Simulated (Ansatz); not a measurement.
# GeNH₂ (quartet): from Hartree-Fock to the top rungs at a displaced geometry (v2), cc-pVDZ

The task here is to estimate one member of a computed series from the others.

The runs use Ansatz 0.2.0, Gaussian basis; cc-pVDZ, core rule «outside noble gas», up to 15 orbitals frozen.

The runs, in order: UHF; CCSD(T) on ROHF; CCSD(T) on UHF; BCCD(T) on ROHF; CISD; CCSDT(Q) on ROHF; CCSDT(Q) on UHF; CASSCF and MRCISD+Q, 11 electrons in 10 orbitals; CASSCF and NEVPT2, 11 electrons in 10 orbitals.

21 further runs of the same task are left out: 1 for a known fault of the program, 7 that didn't finish, 13 set aside as unsound or not needed.

## The system

The geometry is a PBE0/def2-TZVP stationary point (not a proven minimum) with its atoms shifted at random (size 0.100 Å). No spin-orbit coupling is included. The filled d shell of Ge may be among the frozen orbitals whatever the setting's name suggests; the logs give the count.

4 atoms, charge 0, spin multiplicity 4.

Atoms are counted from 1 here; the program's logs count them from 0.

Bond lengths: Ge1–N2 1.931 Å, Ge1–H3 1.533 Å, Ge1–H4 1.495 Å. Angles: N2–Ge1–H3 109.4°, N2–Ge1–H4 110.3°, H3–Ge1–H4 108.8°.

Set-up of the first run:

The input, in.yaml:

```yaml
crystal:
  periodic: [false, false, false]
  atoms:
    - {symbol: Ge, position_ang: [-0.007463, -0.000148, 0.293731]}
    - {symbol: N, position_ang: [-0.065330, 0.008226, -1.636370]}
    - {symbol: H, position_ang: [0.681276, -1.282438, 0.776420]}
    - {symbol: H, position_ang: [0.764383, 1.178773, 0.794636]}
basis:
  gaussian: {orbitals: cc-pVDZ}
magnetization: {spin_polarized: true, initial_magnetization: 3}
hamiltonian: {xc: hf}
output: {orbitals: {seedname: orbitals}}
```

Started as:

```bash
ansatz run in.yaml --threads 1 --pin off --events-out ev --progress --plain --max-ram 2393MiB
```

Steps of the session up to this table: UHF; CCSD(T) on ROHF; CCSD(T) on UHF; BCCD(T) on ROHF; CISD; CCSDT(Q) on ROHF; CCSDT(Q) on UHF; CASSCF and MRCISD+Q, 11 electrons in 10 orbitals; CASSCF and NEVPT2, 11 electrons in 10 orbitals.

One of the session's tables, all rows but one given; the rest of the session is left out.

| method | from UCCSDT(Q) (meV) |
| --- | --- |
| ROHF | +6104.4 |
| UHF | +5884.7 |
| RMP2 | +1171.5 |
| UMP2 | +1168.4 |
| RCCSD | +173.2 |
| UCCSD | +164.1 |
| RCCSD(T) | +43.3 |
| UCCSD(T) | +38.5 |
| BCCD(T) | +43.0 |
| RCCSDT | +13.5 |
| UCCSDT | +8.4 |
| RCCSDT(Q) | +5.4 |
| UCCSDT(Q) | 0 |
| CASSCF valence | +4524.3 |
| NEVPT2 valence | ? |
| MRCISD valence | +287.5 |
| MRCISD+Q valence | +16.0 |

Estimate the missing values for NEVPT2 valence.

**Answer.** from UCCSDT(Q) (meV): +984.8. In the column «from UCCSDT(Q) (meV)» it lies between MRCISD valence (+287.5) and UMP2 (+1168.4).

Not comparable, so not listed: CISD (they don't share determinant, frozen orbitals or solution with the rows shown, or repeat one).

Caveats from the session: Restricted and unrestricted rows rest on different reference determinants; where their highest levels disagree by more than a few hundredths of an eV, they describe different states and don't form one ladder.
